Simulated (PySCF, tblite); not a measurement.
# C4H8O3: geometry, infrared bands and NMR shifts

Wanted: the infrared bands and NMR shifts of C4H8O3 (`CC1OCOCO1`), by calculation.

Computed with tblite 0.8.0 and PySCF 2.14.0, with density-fitted response routines of our own, on a single molecule in the gas phase. Atoms count from 0, in the outputs and in this text.

## (1) The molecule as given

15 atoms, charge 0, multiplicity 1; geometry from: force field or distance geometry start.

Bonds of the start (Å): C0–C1 1.51, C1–O2 1.41, O2–C3 1.42, C3–O4 1.40, O4–C5 1.40, C5–O6 1.41, O6–C1 1.40, C0–H7 1.10, C0–H8 1.11, C0–H9 1.11, C1–H10 1.11, C3–H11 1.11, C3–H12 1.10, C5–H13 1.11, C5–H14 1.13.

## (2) Geometry optimisation with GFN2-xTB

The job: settings as JSON, then the geometry in Å.

```
{"job": {"kind": "relax", "xc": "GFN2-xTB", "basis": "xTB"}, "charge": 0, "multiplicity": 1}
C      2.057500    -0.542300    -0.032000
C      0.596500    -0.152700    -0.048600
O     -0.209900    -1.085400     0.630600
C     -1.516600    -0.743700     0.193200
O     -1.832500     0.489400     0.769100
C     -0.977500     1.405200     0.134300
O      0.362300     1.124700     0.463600
H      2.189700    -1.416900    -0.680900
H      2.456300    -0.766300     0.977200
H      2.621900     0.339000    -0.402500
H      0.226700    -0.150200    -1.097900
H     -2.191400    -1.563400     0.515600
H     -1.466100    -0.637700    -0.899100
H     -1.091200     1.241700    -0.957800
H     -1.229900     2.466800     0.413300
```

The run is started by

```
> OMP_NUM_THREADS=1 python probes_run.py task.json out
```

This one command runs all jobs of the session in turn.

**Question.** This job is followed by: GFN2-xTB harmonic vibrations, gas phase; GIAO PBE0/pcSseg-1 NMR shielding, non-relativistic, gas phase. Predict these results of the whole session: strongest single infrared mode (GFN2-xTB); zero-point energy (GFN2-xTB); 13C shifts against TMS (PBE0/pcSseg-1, means over atoms taken as alike); 1H shifts against TMS (PBE0/pcSseg-1, means over atoms taken as alike); 17O shifts against H2O (PBE0/pcSseg-1, means over atoms taken as alike).

The runs gave:

| quantity | value |
| --- | --- |
| strongest single infrared mode (GFN2-xTB) | 1139 cm⁻¹, 203 km/mol |
| zero-point energy (GFN2-xTB) | 76.3 kcal/mol |
| 13C shifts against TMS (PBE0/pcSseg-1, means over atoms taken as alike) | 102.7, 96.2, 23.6 ppm |
| 1H shifts against TMS (PBE0/pcSseg-1, means over atoms taken as alike) | 5.39, 5.15, 4.92, 1.39 ppm |
| 17O shifts against H2O (PBE0/pcSseg-1, means over atoms taken as alike) | 121.6, 100.5 ppm |

**Reading.** The optimisation took 63 steps and gained 0.585 eV; among the close pairs (by a distance rule), C5–H14 changed most, from 1.126 to 1.091 Å. No mode is imaginary among the 39: a minimum at this level. The strongest single mode, at 1139 cm⁻¹, has its largest shares on C1, O4, H11 and H14 (the list is cut at 4 atoms). Unscaled tight-binding wavenumbers are off by several per cent, some by more. Its intensities can rank the bands wrongly. At PBE0/pcSseg-1: The largest span, 155 ppm, is at O4, where the paramagnetic term is -161 ppm.
